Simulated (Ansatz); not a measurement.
# FGeH₂N: ionisation energy by level of theory

How much energy removes an electron from FGeH₂N at fixed geometry? The cation is run at each level and the neutral's energy taken from earlier runs.

Program: Ansatz 0.2.0, Gaussian basis. Level of theory: unrestricted cation, the program's frozen cores in correlated methods. These are calculated values, not measurements.

The runs, in order: UKS PBE-D4/def2-TZVPP; UKS r2SCAN-D4/def2-TZVPP; UKS PBE0-D4/def2-TZVPP; UKS B3LYP-D4/def2-TZVPP; UKS wB97X-V/def2-TZVPP; UKS wB97M-V/def2-TZVPP; UKS B2PLYP/def2-TZVPP; UHF-CCSD(T)/def2-TZVPP; UHF-MP2/def2-QZVPP; extrapolation to the limit; then −ε(HOMO) from the neutral's earlier runs with LDA (SPW92), PBE-D4, revPBE-D4, BLYP-D4, r2SCAN-D4, B97M-V, PBE0-D4, B3LYP-D4, r2SCANh-D4, r2SCAN0-D4, HSE06-D4, BHLYP-D4, CAM-B3LYP-D4, LC-ωPBE, ωB97X-V, ωB97M-V.

## Step 1: The relaxed structure

An earlier PBE0-D4 in a triple-zeta def2 set relaxation fixed the geometry.

SMILES `[NH2][Ge][F]`, 5 atoms, charge 0, spin multiplicity 1.

Atoms are counted from 1 here; the program's logs count them from 0.

Bond lengths: N1–Ge2 1.811 Å, N1–H4 1.008 Å, N1–H5 1.010 Å, Ge2–F3 1.768 Å. Angles: Ge2–N1–H4 124.0°, Ge2–N1–H5 122.7°, H4–N1–H5 113.3°, N1–Ge2–F3 94.5°.

## Step 2: Cation, UKS PBE-D4/def2-TZVPP

Contents of in.yaml:

```yaml
crystal:
  periodic: [false, false, false]
  atoms:
    - {symbol: N, position_ang: [-0.477732, 0.347608, -0.204749]}
    - {symbol: Ge, position_ang: [0.434068, -0.305198, 1.217231]}
    - {symbol: F, position_ang: [1.598294, -1.203910, 0.235496]}
    - {symbol: H, position_ang: [-1.280116, 0.952567, -0.130551]}
    - {symbol: H, position_ang: [-0.224515, 0.135333, -1.158727]}
basis:
  gaussian: {orbitals: def2-TZVPP}
total_charge: 1
magnetization: {spin_polarized: true, initial_magnetization: 1}
hamiltonian: {xc: pbe, dispersion: d4}
```

Log:

```text
Functional definition: PBE
  name "PBE"
  cite "Perdew, Burke & Ernzerhof, Phys. Rev. Lett. 77, 3865 (1996) doi:10.1103/PhysRevLett.77.3865"
  parent pbe
  parameter kappa = 0.804
  parameter beta = 0.06672455060314922
  exchange = pbe_x(kappa = kappa, mu = beta*pi^2/3)
  correlation = pbe_c(beta = beta)
787 factors; their error is unknown
mean field evaluation 1: about -60707.6987 eV, gradient 9.4e1 eV
mean field evaluation 2: about -60491.6284 eV, gradient 2.2e2 eV
mean field evaluation 4: about -60715.0665 eV, gradient 7.8e1 eV
mean field evaluation 8: about -60736.0203 eV, gradient 1.8e1 eV
mean field evaluation 16: about -60738.3611 eV, gradient 2.0e-1 eV
mean field evaluation 32: about -60737.1226 eV, gradient 1.3e1 eV
mean field -60738.35058067 eV, -2232.0932139069 hartree, gradient 2.2e-6 eV, S^2 0.754238; 3 other end points of the search recorded, 0 dependent functions left out
reference -60738.35060727 eV, -2232.0932148845 hartree; 25, 24 occupied and 113, 114 virtual orbitals, 787 factors
Total energy: -60738.41391124 eV, -2232.0955412623 hartree
```

It took 7.5 s on 2 threads, shared host.

Less the neutral's -60748.4412 eV (earlier run), this gives 10.027 eV. ⟨S²⟩ = 0.754.

## Step 3: Cation, UKS r2SCAN-D4/def2-TZVPP

Changes to in.yaml since step 2:

```diff
@@ -12,2 +12,2 @@
 magnetization: {spin_polarized: true, initial_magnetization: 1}
-hamiltonian: {xc: pbe, dispersion: d4}
+hamiltonian: {xc: r2scan, dispersion: d4}
```

Log:

```text
Functional definition: r2SCAN
  name "r2SCAN"
  cite "Furness, Kaplan, Ning, Perdew & Sun, J. Phys. Chem. Lett. 11, 8208 (2020) doi:10.1021/acs.jpclett.0c02405"
  cite "Furness, Kaplan, Ning, Perdew & Sun, J. Phys. Chem. Lett. 11, 9248 (2020) doi:10.1021/acs.jpclett.0c03077"
  parent r2scan
  parameter k0 = 0.174
  parameter k1 = 0.065
  parameter a1 = 4.9479
  exchange = r2scan_x(k0 = k0, k1 = k1, a1 = a1)
  correlation = r2scan_c
787 factors; their error is unknown
mean field evaluation 1: about -60722.5187 eV, gradient 8.7e1 eV
mean field evaluation 2: about -60558.2055 eV, gradient 2.0e2 eV
mean field evaluation 4: about -60739.9321 eV, gradient 4.9e1 eV
mean field evaluation 8: about -60748.8626 eV, gradient 9.0e-1 eV
mean field evaluation 16: about -60748.8579 eV, gradient 6.2e-3 eV
mean field evaluation 32: about -60748.8579 eV, gradient 7.6e-5 eV
mean field -60748.85788668 eV, -2232.4793502807 hartree, gradient 5.5e-6 eV, S^2 0.757526; 3 other end points of the search recorded, 0 dependent functions left out
reference -60748.85789566 eV, -2232.4793506108 hartree; 25, 24 occupied and 113, 114 virtual orbitals, 787 factors
Total energy: -60748.87139403 eV, -2232.4798466668 hartree
```

Wall time 20 s (2 threads, shared host); peak memory 0.28 GiB.

Less the neutral's -60758.9937 eV (earlier run), this gives 10.122 eV. ⟨S²⟩ = 0.758.

## Step 4: Cation, UKS PBE0-D4/def2-TZVPP

Changes to in.yaml since step 3:

```diff
@@ -12,2 +12,2 @@
 magnetization: {spin_polarized: true, initial_magnetization: 1}
-hamiltonian: {xc: r2scan, dispersion: d4}
+hamiltonian: {xc: pbe0, dispersion: d4}
```

Log:

```text
Functional definition: PBE0
  name "PBE0"
  cite "Adamo & Barone, J. Chem. Phys. 110, 6158 (1999) doi:10.1063/1.478522"
  cite "Perdew, Burke & Ernzerhof, Phys. Rev. Lett. 77, 3865 (1996) doi:10.1103/PhysRevLett.77.3865"
  parent pbe
  parameter a = 0.25
  parameter kappa = 0.804
  parameter beta = 0.06672455060314922
  exchange = (1 - a)*pbe_x(kappa = kappa, mu = beta*pi^2/3) + a*exact_x
  correlation = pbe_c(beta = beta)
830 factors; their error is unknown
mean field evaluation 1: about -60716.7879 eV, gradient 8.0e1 eV
mean field evaluation 2: about -60611.8921 eV, gradient 1.7e2 eV
mean field evaluation 4: about -60737.4872 eV, gradient 2.2e1 eV
mean field evaluation 8: about -60739.2274 eV, gradient 1.1e-1 eV
mean field evaluation 16: about -60739.5149 eV, gradient 2.1e-3 eV
mean field evaluation 32: about -60739.5149 eV, gradient 1.1e-5 eV
mean field -60739.51490819 eV, -2232.1360021541 hartree, gradient 9.6e-6 eV, S^2 0.756020; 2 other end points of the search recorded, 0 dependent functions left out
reference -60739.51492830 eV, -2232.1360028930 hartree; 25, 24 occupied and 113, 114 virtual orbitals, 830 factors
Total energy: -60739.56723033 eV, -2232.1379249574 hartree
```

Run time: 11 s. Hardware: 2 threads, shared host; peak memory 0.46 GiB.

Less the neutral's -60749.7508 eV (earlier run), this gives 10.184 eV. ⟨S²⟩ = 0.756.

## Step 5: Cation, UKS B3LYP-D4/def2-TZVPP

Changes to in.yaml since step 4:

```diff
@@ -12,2 +12,2 @@
 magnetization: {spin_polarized: true, initial_magnetization: 1}
-hamiltonian: {xc: pbe0, dispersion: d4}
+hamiltonian: {xc: {name: B3LYP}, dispersion: d4}
```

Log:

```text
Functional definition: B3LYP
  name "B3LYP"
  cite "Stephens, Devlin, Chabalowski & Frisch, J. Phys. Chem. 98, 11623 (1994) doi:10.1021/j100096a001"
  cite "Becke, Phys. Rev. A 38, 3098 (1988) doi:10.1103/PhysRevA.38.3098"
  cite "Lee, Yang & Parr, Phys. Rev. B 37, 785 (1988) doi:10.1103/PhysRevB.37.785"
  cite "Vosko, Wilk & Nusair, Can. J. Phys. 58, 1200 (1980) doi:10.1139/p80-159"
  parameter a0 = 0.2
  parameter ax = 0.72
  parameter ac = 0.81
  exchange = (1 - a0 - ax)*slater_x + ax*b88_x + a0*exact_x
  correlation = (1 - ac)*vwn_rpa_c + ac*lyp_c
818 factors; their error is unknown
mean field evaluation 1: about -60726.5976 eV, gradient 8.6e1 eV
mean field evaluation 2: about -60588.8656 eV, gradient 1.8e2 eV
mean field evaluation 4: about -60748.3458 eV, gradient 3.3e1 eV
mean field evaluation 8: about -60752.0572 eV, gradient 9.3e-2 eV
mean field evaluation 16: about -60752.2847 eV, gradient 1.3e-3 eV
mean field evaluation 32: about -60752.3064 eV, gradient 1.9e-5 eV
mean field -60752.30639184 eV, -2232.6060805079 hartree, gradient 6.1e-6 eV, S^2 0.764811; 2 other end points of the search recorded, 0 dependent functions left out
reference -60752.30657144 eV, -2232.6060871079 hartree; 25, 24 occupied and 113, 114 virtual orbitals, 818 factors
Total energy: -60752.41091025 eV, -2232.6099214886 hartree
```

It took 16 s on 2 threads, shared host; peak memory 0.46 GiB.

Less the neutral's -60762.7153 eV (earlier run), this gives 10.304 eV. ⟨S²⟩ = 0.765.

## Step 6: Cation, UKS wB97X-V/def2-TZVPP

Changes to in.yaml since step 5:

```diff
@@ -12,2 +12,2 @@
 magnetization: {spin_polarized: true, initial_magnetization: 1}
-hamiltonian: {xc: {name: B3LYP}, dispersion: d4}
+hamiltonian: {xc: {name: wB97X-V}}
```

Log:

```text
Functional definition: wB97X-V
  name "wB97X-V"
  cite "Mardirossian & Head-Gordon, Phys. Chem. Chem. Phys. 16, 9904 (2014) doi:10.1039/C3CP54374A"
  cite "Becke, J. Chem. Phys. 107, 8554 (1997) doi:10.1063/1.475007"
  cite "Vydrov & Van Voorhis, J. Chem. Phys. 133, 244103 (2010) doi:10.1063/1.3521275"
  parameter omega = 0.3/bohr
  parameter cx = 0.167
  parameter cx1 = 0.603
  parameter cx2 = 1.194
  parameter css0 = 0.556
  parameter css1 = -0.257
  parameter cos0 = 1.219
  parameter cos1 = -1.850
  parameter b = 6.0
  parameter c = 0.01
  exchange = spin_sum(e_x_unif_sr(omega)*poly(b97_u_x, 1 - cx, cx1, cx2)) + cx*exact_x_sr(omega) + exact_x_lr(omega)
  correlation = spin_sum(e_c_pw_same_spin*poly(b97_u_same, css0, css1))
      + integral(e_c_pw_opposite_spin*poly(b97_u_opposite, cos0, cos1)) + vv10(b, c)
818 factors; their error is unknown
161 factors; integrals over basis functions are off by at most 1.6e-5 eV
mean field evaluation 1: about -60727.2837 eV, gradient 7.0e1 eV
mean field evaluation 2: about -60697.6043 eV, gradient 1.1e2 eV
mean field evaluation 4: about -60743.7442 eV, gradient 9.0e0 eV
mean field evaluation 8: about -60744.0449 eV, gradient 1.1e-1 eV
mean field evaluation 16: about -60744.2335 eV, gradient 1.2e-3 eV
mean field evaluation 32: about -60744.2335 eV, gradient 7.4e-5 eV
mean field -60744.23351314 eV, -2232.3094076876 hartree, gradient 1.7e-5 eV, S^2 0.755645; 2 other end points of the search recorded, 0 dependent functions left out
reference -60744.23351221 eV, -2232.3094076533 hartree; 25, 24 occupied and 113, 114 virtual orbitals, 818 factors
Total energy: -60744.23351221 eV, -2232.3094076533 hartree
```

Wall time 30 s (2 threads, shared host); peak memory 0.57 GiB.

Less the neutral's -60754.5146 eV (earlier run), this gives 10.281 eV. ⟨S²⟩ = 0.756.

## Step 7: Cation, UKS wB97M-V/def2-TZVPP

Changes to in.yaml since step 6:

```diff
@@ -12,2 +12,2 @@
 magnetization: {spin_polarized: true, initial_magnetization: 1}
-hamiltonian: {xc: {name: wB97X-V}}
+hamiltonian: {xc: {name: wB97M-V}}
```

Log:

```text
Functional definition: wB97M-V
  name "wB97M-V"
  cite "Mardirossian & Head-Gordon, J. Chem. Phys. 144, 214110 (2016) doi:10.1063/1.4952647"
  cite "Becke, J. Chem. Phys. 107, 8554 (1997) doi:10.1063/1.475007"
  cite "Vydrov & Van Voorhis, J. Chem. Phys. 133, 244103 (2010) doi:10.1063/1.3521275"
  # Of w^i u^j: cxij and so on, Table III.
  parameter omega = 0.3/bohr
  parameter cx = 0.15
  parameter cx01 = 1.007
  parameter cx10 = 0.259
  parameter css00 = 0.443
  parameter css04 = -1.437
  parameter css10 = -4.535
  parameter css20 = -3.390
  parameter css43 = 4.278
  parameter cos00 = 1.000
  parameter cos10 = 1.358
  parameter cos20 = 2.924
  parameter cos21 = -8.812
  parameter cos60 = -1.390
  parameter cos61 = 9.142
  parameter b = 6.0
  parameter c = 0.01
  gx(w, u) = 1 - cx + cx01*u + cx10*w
  gss(w, u) = css00 + css04*u^4 + css10*w + css20*w^2 + css43*w^4*u^3
  gos(w, u) = cos00 + cos10*w + (cos20 + cos21*u)*w^2 + (cos60 + cos61*u)*w^6
  exchange = spin_sum(e_x_unif_sr(omega)*gx(b97_w, b97_u_x)) + cx*exact_x_sr(omega) + exact_x_lr(omega)
  correlation = spin_sum(e_c_pw_mod_same_spin*gss(b97_w, b97_u_same))
      + integral(e_c_pw_mod_opposite_spin*gos(b97_w_opposite, b97_u_opposite)) + vv10(b, c)
815 factors; their error is unknown
161 factors; integrals over basis functions are off by at most 1.6e-5 eV
mean field evaluation 1: about -60729.2796 eV, gradient 7.1e1 eV
mean field evaluation 2: about -60695.3806 eV, gradient 1.2e2 eV
mean field evaluation 4: about -60746.1566 eV, gradient 9.7e0 eV
mean field evaluation 8: about -60746.4988 eV, gradient 1.1e-1 eV
mean field evaluation 16: about -60746.6669 eV, gradient 1.4e-3 eV
mean field evaluation 32: about -60746.6669 eV, gradient 7.0e-5 eV
mean field -60746.66691518 eV, -2232.3988335633 hartree, gradient 1.8e-5 eV, S^2 0.754912; 2 other end points of the search recorded, 0 dependent functions left out
reference -60746.66694703 eV, -2232.3988347337 hartree; 25, 24 occupied and 113, 114 virtual orbitals, 815 factors
Total energy: -60746.66694703 eV, -2232.3988347337 hartree
```

Wall time 38 s (2 threads, shared host); peak memory 0.61 GiB.

The neutral molecule at this level: -60756.9376 eV. Difference: 10.271 eV. ⟨S²⟩ = 0.755.

[end of part 1 of 2]
